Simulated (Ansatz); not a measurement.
# Be5Sn2Cl2: the cost of one run

Method: DFT PBE, scalar-relativistic, plane waves, PAW, in Ansatz 0.2.0.

### Step 1. The system as given

Symmetry: P4/mmm, No. 123, tetragonal system. Conventional cell: a = 3.983 Å, b = 3.983 Å, c = 8.111 Å, α = 90.00°, β = 90.00°, γ = 90.00°. Be (site symmetry 2mm) has 2 Cl at 2.01 Å in its first shell of neighbours. Be (site symmetry 4/mmm) has 2 Cl at 1.92 Å in its first shell of neighbours. Sn (site symmetry 4/mmm) is surrounded by 8 Be at 2.74 Å. Around Sn (site symmetry 4/mmm) lie 12 Be at 2.82 to 2.94 Å. Cl (site symmetry 4mm) is surrounded by 5 Be at 1.92 to 2.01 Å.

Coordinates:

```
CELL_PARAMETERS angstrom
3.98255 0.00000 0.00000
0.00000 3.98255 0.00000
0.00000 0.00000 8.11130
ATOMIC_POSITIONS crystal
Be 0.00000 0.50000 0.76739
Be 0.00000 0.50000 0.23261
Be 0.50000 0.50000 0.50000
Be 0.50000 0.00000 0.76739
Be 0.50000 0.00000 0.23261
Sn 0.00000 0.00000 0.00000
Sn 0.00000 0.00000 0.50000
Cl 0.50000 0.50000 0.73685
Cl 0.50000 0.50000 0.26315
```

A structure generator made this guess: species swapped into a database cell of Rb2Bi2O5 (P4/mmm, No. 123), with Sn on the Rb sites, Cl on the Bi sites and Be on the O sites. Lengths come from tabulated atomic sizes and are only a guess.

### Step 2. Probe: one point on a coarse mesh

Contents of input.yaml:

```yaml
crystal:
  lattice:
    - [3.98255024, 0.0, 0.0]
    - [0.0, 3.98255024, 0.0]
    - [0.0, 0.0, 8.11129973]
  atoms:
    - { symbol: Be, position: [0.0, 0.5, 0.76738846] }
    - { symbol: Be, position: [0.0, 0.5, 0.23261154] }
    - { symbol: Be, position: [0.5, 0.5, 0.5] }
    - { symbol: Be, position: [0.5, 0.0, 0.76738846] }
    - { symbol: Be, position: [0.5, 0.0, 0.23261154] }
    - { symbol: Sn, position: [0.0, 0.0, 0.0] }
    - { symbol: Sn, position: [0.0, 0.0, 0.5] }
    - { symbol: Cl, position: [0.5, 0.5, 0.73685443] }
    - { symbol: Cl, position: [0.5, 0.5, 0.26314557] }
basis:
  ecutwfc: 420
kpoints:
  mp_grid: { grid: [4, 4, 2] }
hamiltonian:
  xc: pbe
scf:
  occupations: { method: gaussian, width: 0.1 }
  lower_state_search: "off"
output:
  forces: true
  stress: true
  eigenvalues: true
```

On the command line:

```
ansatz run input.yaml --threads 1 --pin off --max-ram 2560MiB --backend cpu --events-out ev --progress --plain --runs-dir out
```

**Question.** How long does this run take on 1 thread of Intel Xeon Platinum 8488C (Sapphire Rapids), shared host, and how much memory does it need?

About 2.9 s, with a peak of 0.43 GiB.
